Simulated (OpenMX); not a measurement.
# HfIn4SiO6 under changes of volume

One of the cells (21.224 Å³/atom); the others are scaled copies at fixed shape and fractional positions:

```xyz
12
Lattice="5.2774 0.0000 0.0000 -2.6387 4.5704 0.0000 0.0000 0.0000 10.5590" Properties=species:S:1:pos:R:3 pbc="T T T"
Hf    2.6387    1.5234    0.0000
In    0.0000    0.0000    3.2148
In    0.0000    0.0000    7.3442
In    0.0000    3.0469    8.3331
In    0.0000    3.0469    2.2260
Si    0.0000    0.0000    0.0000
O     3.2747    3.2219    9.5002
O     1.4858    0.1234    1.0589
O     0.8498    1.2250    9.5002
O     2.0027    3.2219    1.0589
O     3.7916    0.1234    9.5002
O     4.4277    1.2250    1.0589
```

The cell was built by a generator and needn't be a form met in nature.

- Program: OpenMX 3.8.5
- Functional: LDA
- Potentials or basis: OpenMX 2013 LDA set, Hf7.0-s3p2d2f1, In7.0-s3p2d2, Si7.0-s2p2d1, O6.0-s2p2d1, fixed grid of 60 × 60 × 144 points
- k mesh: 7 × 7 × 3
- Occupations: fermi-dirac, width 0.05 eV
- Spin: no spin polarisation

| volume (Å³/atom) | energy over the lowest point (meV/atom) | gap on the mesh (eV) | largest force (eV/Å) |
| --- | --- | --- | --- |
| 20.375 | 0.00 | 0.11 | 0.390 |
| 20.799 | ? | ? | ? |
| 21.224 | 17.10 | 0.32 | 0.563 |
| 21.648 | 31.95 | 0.42 | 0.674 |
| 22.073 | 50.40 | 0.51 | 0.788 |

Question: What does the run at 20.799 Å³/atom give?

Answer: Energy over the lowest point 6.31 meV/atom; gap on the mesh 0.22 eV; largest force 0.460 eV/Å.

Worked out: A Birch-Murnaghan fit of order 2 (a polynomial in V^(-2/3)) to the other rows has its minimum at 20.05 Å³/atom, just outside them, with B0 = V·E''(V) = 96 GPa at fixed shape and positions, which overstates the stiffness. It gives 6.31 meV/atom at 20.799 Å³/atom, against the run's 6.31. A straight line through the other rows of the gap, of slope 5.02 eV per unit of ln V, gives 0.22 eV, against the run's 0.22.

Energies are extrapolated to zero smearing.

Caveats: the basis has few d functions beyond the semicore shells, which can make volumes several per cent too large; spin-orbit coupling is left out, which moves the levels of the heavy elements; an odd mesh through Γ misses points on the zone boundary, where band edges often lie; the basis of atomic orbitals isn't converged, which shifts pressures, moduli and gaps.
